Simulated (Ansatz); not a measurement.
# ClGeHS: taking an electron away

The task here is to estimate one member of a computed series from the others.

Program: Ansatz 0.2.0, Gaussian basis. Level of theory: unrestricted cation, the program's frozen cores in correlated methods. These are calculated values, not measurements.

Plan: UKS PBE-D4/def2-TZVPP; UKS r2SCAN-D4/def2-TZVPP; UKS PBE0-D4/def2-TZVPP; UKS B3LYP-D4/def2-TZVPP; UKS wB97X-V/def2-TZVPP; UKS wB97M-V/def2-TZVPP; UKS B2PLYP/def2-TZVPP; UHF-CCSD(T)/def2-TZVPP; UHF-MP2/def2-QZVPP; extrapolation to the limit; then −ε(HOMO) from the neutral's earlier runs with LDA (SPW92), PBE-D4, revPBE-D4, BLYP-D4, r2SCAN-D4, B97M-V, PBE0-D4, B3LYP-D4, r2SCANh-D4, r2SCAN0-D4, HSE06-D4, BHLYP-D4, CAM-B3LYP-D4, LC-ωPBE, ωB97X-V, ωB97M-V.

**The geometry**

All runs share one geometry, relaxed beforehand with PBE0-D4 in a triple-zeta def2 set.

4 atoms, charge 0, spin multiplicity 1.

Atoms are counted from 1 here; the program's logs count them from 0.

Bond lengths: S1–Ge2 2.239 Å, S1–H4 1.344 Å, Ge2–Cl3 2.198 Å. Angles: Ge2–S1–H4 96.1°, S1–Ge2–Cl3 99.3°.

Set-up of the first run:

in.yaml

```yaml
crystal:
  periodic: [false, false, false]
  atoms:
    - {symbol: S, position_ang: [-0.385480, 1.212984, -0.694409]}
    - {symbol: Ge, position_ang: [-1.012794, -0.895599, -0.279273]}
    - {symbol: Cl, position_ang: [0.689517, -1.536003, 0.954535]}
    - {symbol: H, position_ang: [0.764358, 1.158318, -0.001253]}
basis:
  gaussian: {orbitals: def2-TZVPP}
total_charge: 1
magnetization: {spin_polarized: true, initial_magnetization: 1}
hamiltonian: {xc: pbe, dispersion: d4}
```

The run is started by

```
$ ansatz run in.yaml --threads 4 --pin off --events-out ev --progress --plain --max-ram 10444MiB
```

Among the steps run: Cation, UKS PBE-D4/def2-TZVPP; Cation, UKS r2SCAN-D4/def2-TZVPP; Cation, UKS PBE0-D4/def2-TZVPP; Cation, UKS B3LYP-D4/def2-TZVPP; Cation, UKS wB97X-V/def2-TZVPP; Cation, UKS wB97M-V/def2-TZVPP; Cation, UKS B2PLYP (frozen core)/def2-TZVPP; Cation, UHF-CCSD(T)/def2-TZVPP; Cation, UHF-MP2/def2-QZVPP.

One of the session's tables, all rows but one given; the rest of the session is left out.

It belongs to the step «Ionisation energies side by side». For comparison, −ε(HOMO) of the neutral from earlier runs:

| functional | −ε(HOMO) (eV) |
| --- | --- |
| LDA (SPW92) | 6.68 |
| PBE-D4 | 6.51 |
| revPBE-D4 | 6.45 |
| BLYP-D4 | 6.35 |
| r2SCAN-D4 | 6.80 |
| B97M-V | 6.76 |
| PBE0-D4 | ? |
| B3LYP-D4 | 7.38 |
| r2SCANh-D4 | 7.19 |
| r2SCAN0-D4 | 7.77 |
| HSE06-D4 | 7.20 |
| BHLYP-D4 | 8.52 |
| CAM-B3LYP-D4 | 8.82 |
| LC-ωPBE | 10.10 |
| ωB97X-V | 9.76 |
| ωB97M-V | 9.63 |

**Question.** Estimate the row for PBE0-D4.

**Answer.** −ε(HOMO) (eV): 7.59. In the column «−ε(HOMO) (eV)» it lies between B3LYP-D4 (7.38) and r2SCAN0-D4 (7.77).
